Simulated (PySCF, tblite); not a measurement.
**C2H11FSSi3: geometry, infrared bands and NMR shifts**

Aim: predict the infrared bands and NMR shifts of C2H11FSSi3 (`FCC[SiH2][SiH2]S[SiH3]`).

Computed with tblite 0.8.0 and PySCF 2.14.0, with density-fitted response routines of our own, on a single molecule in the gas phase. Atoms are numbered from 0 throughout.

## Step 1: Starting geometry

18 atoms, charge 0, multiplicity 1; geometry from: force field or distance geometry start.

Bonds of the start (Å): F0–C1 1.36, C1–C2 1.51, C2–Si3 1.86, Si3–Si4 2.23, Si4–S5 2.15, S5–Si6 2.17, C1–H7 1.14, C1–H8 1.10, C2–H9 1.12, C2–H10 1.12, Si3–H11 1.48, Si3–H12 1.46, Si4–H13 1.47, Si4–H14 1.47, Si6–H15 1.45, Si6–H16 1.46, Si6–H17 1.49.

## Step 2: Relaxing the molecule with GFN2-xTB

What the job is given:

```
{"job": {"kind": "relax", "xc": "GFN2-xTB", "basis": "xTB"}, "charge": 0, "multiplicity": 1}
F     -1.563900     1.518100     0.601200
C     -2.335000     0.404700     0.745800
C     -2.432300    -0.454900    -0.488300
Si    -0.686800    -0.938100    -0.925000
Si     0.498200     0.946700    -0.740100
S      2.368900     0.797300    -1.786500
Si     3.732300    -0.174700    -0.414000
H     -1.845900    -0.191500     1.589600
H     -3.349200     0.705600     1.045700
H     -2.792300     0.170100    -1.347000
H     -3.092300    -1.342000    -0.342000
H     -0.231800    -1.967400     0.030400
H     -0.665700    -1.474600    -2.277600
H     -0.301200     2.017300    -1.341500
H      0.696200     1.215300     0.688200
H      5.070100     0.290600    -0.724800
H      3.578100    -1.621000    -0.583900
H      3.344100     0.104800     0.993500
```

Command:

```console
OMP_NUM_THREADS=1 python probes_run.py task.json out
```

The driver reads the jobs from task.json and runs them one after another.

**Question.** This job is followed by: GFN2-xTB harmonic vibrations, gas phase; GIAO PBE0/pcSseg-1 NMR shielding, non-relativistic, gas phase. Predict these results of the whole session: strongest single infrared mode (GFN2-xTB); zero-point energy (GFN2-xTB); 13C shifts against TMS (PBE0/pcSseg-1); 1H shifts against TMS (PBE0/pcSseg-1, means over atoms taken as alike); 19F shifts against CFCl3 (PBE0/pcSseg-1); 29Si shifts against TMS (PBE0/pcSseg-1); 33S shifts against CS2 (PBE0/pcSseg-1).

The runs gave:

| quantity | value |
| --- | --- |
| strongest single infrared mode (GFN2-xTB) | 634 cm⁻¹, 589 km/mol |
| zero-point energy (GFN2-xTB) | 73.0 kcal/mol |
| 13C shifts against TMS (PBE0/pcSseg-1) | 86.0, 16.2 ppm |
| 1H shifts against TMS (PBE0/pcSseg-1, means over atoms taken as alike) | 4.88, 4.85, 4.61, 4.10, 1.16 ppm |
| 19F shifts against CFCl3 (PBE0/pcSseg-1) | -239.8 ppm |
| 29Si shifts against TMS (PBE0/pcSseg-1) | -52.2, -57.9, -74.8 ppm |
| 33S shifts against CS2 (PBE0/pcSseg-1) | -334 ppm |

**Reading.** Over 119 steps the energy fell by 0.611 eV; of the close pairs, Si3–Si4 changed most, 2.234 to 2.317 Å. All 48 modes are real, so the xTB geometry is a minimum. The strongest single mode, at 634 cm⁻¹, is carried by H11, H12, H13, H14. Unscaled tight-binding wavenumbers are off by several per cent, some by more. Its intensities can rank the bands wrongly. The most deshielded carbon is C1 (sp3 CH2 bonded to F), at 86.0 ppm: pulled downfield by the heteroatom.
